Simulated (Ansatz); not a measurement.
# AlBH₄SSi: how energies converge with the basis set

How large a basis does AlBH₄SSi need? Two functionals are run in growing sets.

Program: Ansatz 0.2.0, Gaussian basis. Level of theory: one geometry, several basis sets. These are calculated values, not measurements.

Levels to be run: PBE0-D4/def2-SVP; ωB97M-V/def2-SVP; PBE0-D4/def2-QZVPP; ωB97M-V/def2-QZVPP; the functionals' def2-TZVPP values are taken from earlier runs.

### Step 1. The relaxed structure

An earlier PBE0-D4 in a triple-zeta def2 set relaxation fixed the geometry.

SMILES `[SiH3][B]1[AlH][S]1`, 8 atoms, charge 0, spin multiplicity 1.

Atoms are counted from 1 here; the program's logs count them from 0.

Bond lengths: Si1–B2 1.991 Å, Si1–H5 1.491 Å, Si1–H6 1.491 Å, Si1–H7 1.490 Å, B2–Al3 2.012 Å, B2–S4 1.794 Å, Al3–S4 2.214 Å, Al3–H8 1.573 Å. Angles: B2–Si1–H5 109.3°, B2–Si1–H6 109.3°, B2–Si1–H7 113.8°, H5–Si1–H6 107.5°, H5–Si1–H7 108.3°, H6–Si1–H7 108.3°, Si1–B2–Al3 157.0°, Si1–B2–S4 132.1°, Al3–B2–S4 70.9°, B2–Al3–S4 50.0°, B2–Al3–H8 180.0°, S4–Al3–H8 130.0°, B2–S4–Al3 59.2°.

### Step 2. PBE0-D4 in def2-SVP

in.yaml

```yaml
crystal:
  periodic: [false, false, false]
  atoms:
    - {symbol: Si, position_ang: [-0.389053, 1.405749, -0.631284]}
    - {symbol: B, position_ang: [0.253267, -0.314206, 0.139538]}
    - {symbol: Al, position_ang: [0.107564, -2.166448, 0.911281]}
    - {symbol: S, position_ang: [1.898033, -0.926787, 0.511859]}
    - {symbol: H, position_ang: [-1.161207, 1.130977, -1.876265]}
    - {symbol: H, position_ang: [-1.313906, 2.064525, 0.334307]}
    - {symbol: H, position_ang: [0.703780, 2.363751, -0.960284]}
    - {symbol: H, position_ang: [-0.006176, -3.614660, 1.515151]}
basis:
  gaussian: {orbitals: def2-SVP}
hamiltonian: {xc: pbe0, dispersion: d4}
output: {orbitals: {seedname: orbitals}}
```

Started as:

```
$ ansatz run in.yaml --threads 2 --pin off --events-out ev --progress --plain --max-ram 4352MiB
```

Further steps of the session: ωB97M-V in def2-SVP; PBE0-D4 in def2-QZVPP; ωB97M-V in def2-QZVPP.

Before running them: what should the planned runs give, taken together? Wanted: PBE0-D4: double and triple zeta above quadruple; ωB97M-V: double and triple zeta above quadruple.

**Answer**, as computed:

| quantity | value |
| --- | --- |
| PBE0-D4: double and triple zeta above quadruple | 10.30, 0.82 eV |
| ωB97M-V: double and triple zeta above quadruple | 10.28, 0.77 eV |

**Reading.** PBE0-D4 gains 9.48 eV from double to triple zeta, then 0.82 eV more. These are total energies; as a rule much of such shifts cancels in differences, which this series doesn't test.
